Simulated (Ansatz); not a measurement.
# In3GaAs4: the cost of one run

Method: DFT PBE, scalar-relativistic, plane waves, PAW, unless a step names another level, in Ansatz 0.2.0.

1 further run of the same task is left out (it didn't finish). Runs told in other sessions of the task aren't counted.

## 1. The starting structure

Symmetry: I-42m, No. 121, tetragonal system. The conventional cell has a = 6.077 Å, b = 6.077 Å, c = 12.138 Å, α = 90.00°, β = 90.00°, γ = 90.00°. In (site symmetry -42m) has 4 As at 2.69 Å in its first shell of neighbours. In (site symmetry -4) is surrounded by 4 As at 2.67 Å. Around Ga (site symmetry -42m) lie 4 As at 2.51 Å. As (site symmetry m) is surrounded by 1 Ga at 2.51 Å and 3 In at 2.67 to 2.69 Å.

Coordinates:

```
In Ga As
1.0
    -3.03856    3.03856    6.06899
     3.03856   -3.03856    6.06899
     3.03856    3.03856   -6.06899
In Ga As
3 1 4
Cartesian
  0.0000 0.0000 6.0690
  3.0386 0.0000 3.0345
  0.0000 3.0386 3.0345
  0.0000 0.0000 0.0000
  1.4432 1.4432 -1.4572
  1.5954 1.5954 4.6118
  1.5954 -1.5954 7.5262
  -1.5954 1.5954 7.5262
```

It came out lowest among 27 distinct ends of the trial cells. At a tolerance of 0.05 Å it has space group I-42m (No. 121).

## 2. Kick test: the unmoved cell on a coarse mesh

input.yaml reads:

```yaml
crystal:
  lattice:
    - [6.077121026, 0.0, 0.0]
    - [0.0, 6.077121026, 0.0]
    - [-3.038560513, -3.038560513, 6.0689859389]
  atoms:
    - { symbol: In, position: [0.5, 0.5, 0.0] }
    - { symbol: In, position: [0.75, 0.25, 0.5] }
    - { symbol: In, position: [0.25, 0.75, 0.5] }
    - { symbol: Ga, position: [0.0, 0.0, 0.0] }
    - { symbol: As, position: [0.1174231548, 0.1174231548, 0.7598904527] }
    - { symbol: As, position: [0.6424672979, 0.6424672979, 0.7598904527] }
    - { symbol: As, position: [0.8825768452, 0.3575327021, 0.2401095473] }
    - { symbol: As, position: [0.3575327021, 0.8825768452, 0.2401095473] }
basis:
  ecutwfc: 420
kpoints:
  mp_grid: { grid: [4, 4, 4] }
hamiltonian:
  xc: pbe
scf:
  occupations: { method: gaussian, width: 0.2 }
  lower_state_search: "off"
output:
  forces: true
  stress: true
  eigenvalues: true
```

On the command line:

```
> ansatz run input.yaml --threads 1 --pin off --max-ram 2560MiB --backend cpu --events-out ev --progress --plain --runs-dir out
```

**Question.** How long does this run take on 1 thread of Arm Neoverse V1, shared host, and how much memory does it need?

About 17 s, with a peak of 0.51 GiB.
